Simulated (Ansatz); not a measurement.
# GdBi (zincblende type): the cost of one run

Computed with Ansatz 0.2.0 (DFT LDA, with the methods named in each step, unless a step's input says otherwise).

2 further runs of the same task are left out: 2 that didn't finish.

## Step 1: The system as given

It takes space group F-43m (No. 216, cubic). The conventional cell has a = 6.966 Å, b = 6.966 Å, c = 6.966 Å, α = 90.00°, β = 90.00°, γ = 90.00°. Around Gd (site symmetry -43m) lie 4 Bi at 3.02 Å. Around Bi (site symmetry -43m) lie 4 Gd at 3.02 Å.

Coordinates:

```
CELL_PARAMETERS angstrom
0.00000 3.48323 3.48323
3.48323 0.00000 3.48323
3.48323 3.48323 0.00000
ATOMIC_POSITIONS crystal
Gd 0.00000 0.00000 0.00000
Bi 0.25000 0.25000 0.25000
```

Whether this phase is the stable one at these pressures isn't tested.

Atoms are numbered in the order of the input: Gd1, Bi2.

## Step 2: The reference volume, LAPW

input.yaml

```yaml
crystal:
  lattice:
    - [0.0, 3.4832307647, 3.4832307647]
    - [3.4832307647, 0.0, 3.4832307647]
    - [3.4832307647, 3.4832307647, 0.0]
  atoms:
    - { symbol: Gd, position: [0.0, 0.0, 0.0], spin: 7.0 }
    - { symbol: Bi, position: [0.25, 0.25, 0.25] }
magnetization:
  spin_polarized: true
kpoints:
  mp_grid: { grid: [11, 11, 11] }
  band_path:
    path:
      - [0.0, 0.0, 0.0]
      - [-0.5, -0.5, 0.0]
      - [-0.375, -0.375, 0.25]
      - [-0.375, 0.0, 0.375]
      - [0.0, 0.0, 0.0]
      - [0.0, 0.0, 0.5]
      - [-0.5, -0.25, 0.25]
      - [-0.5, -0.5, 0.0]
    npoints: 14
scf:
  occupations: { method: fermi_dirac, width: 0.05 }
hamiltonian:
  xc: lda
  pseudopotentials: { kind: all_electron, lapw: { basis_error: 0.001 } }
output:
  forces: true
  stress: true
  eigenvalues: true
  populations: true
  dos: { projected: true, de: 0.2, e_range: [-14, 8] }
```

Started as:

```console
$ ansatz run input.yaml --threads 1 --pin off --max-ram 3072MiB --backend cpu --events-out ev --progress --plain --runs-dir out
```

**Question.** How long does this run take on 1 thread of Arm Neoverse V1, shared host, and how much memory does it need?

About 3.3 min, with a peak of 0.67 GiB.
